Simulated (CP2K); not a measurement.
Crystal: WS.

```
CELL_PARAMETERS angstrom
3.00789 0.00000 0.00000
0.00000 3.00789 0.00000
0.00000 0.00000 3.00789
ATOMIC_POSITIONS crystal
W 0.50000 0.50000 0.50000
S 0.00000 0.00000 0.00000
```

The cell was built by a generator and needn't be a form met in nature.

| Quantity | Value |
| --- | --- |
| Program | CP2K 2026.2 |
| Task | relaxation of cell and atoms |
| Functional | revPBE |
| Dispersion | D3 |
| Potentials or basis | POTENTIAL_UZH W GTH-PBE-q14, S GTH-PBE-q6; DZVP-MOLOPT-PBE-GTH basis |
| Density cutoff | 6123 eV |
| k mesh | 7 × 7 × 7 |
| Occupations | fermi-dirac, width 0.05 eV |
| Spin | no spin polarisation |

At the start: pressure -9.6 GPa; volume 13.61 Å³/atom.

Where does the relaxation end?

Over 6 steps the energy falls by 16.9 meV/atom and the volume is 13.06 Å³/atom (-4.0 %); space group Pm-3m (No. 221, to 0.05 Å).

The path:
| step | energy change (eV) | largest force (eV/Å) | volume (Å³) |
| --- | --- | --- | --- |
| 1 | 0.0000 | 0.0000 | 27.21 |
| 2 | -0.0085 | 0.0000 | 27.06 |
| 3 | -0.0337 | 0.0000 | 26.05 |
| 4 | -0.0338 | 0.0000 | 26.13 |
| 5 | -0.0338 | 0.0000 | 26.13 |
| 6 | -0.0338 | 0.0000 | 26.13 |

Final structure:
```cif
data_structure
_symmetry_space_group_name_H-M 'P 1'
_symmetry_Int_Tables_number 1
_cell_length_a 2.9673
_cell_length_b 2.9673
_cell_length_c 2.9673
_cell_angle_alpha 90.000
_cell_angle_beta 90.000
_cell_angle_gamma 90.000
_cell_volume 26.13
loop_
_atom_site_label
_atom_site_type_symbol
_atom_site_fract_x
_atom_site_fract_y
_atom_site_fract_z
_atom_site_occupancy
W1 W 0.50000 0.50000 0.50000 1
S1 S 0.00000 0.00000 0.00000 1
```

Caveat: the potentials were made for another functional, which shifts forces and pressure; the basis of atomic orbitals isn't converged, which shifts pressures, moduli and gaps; pairwise dispersion overbinds metals, which lowers pressure and volume.
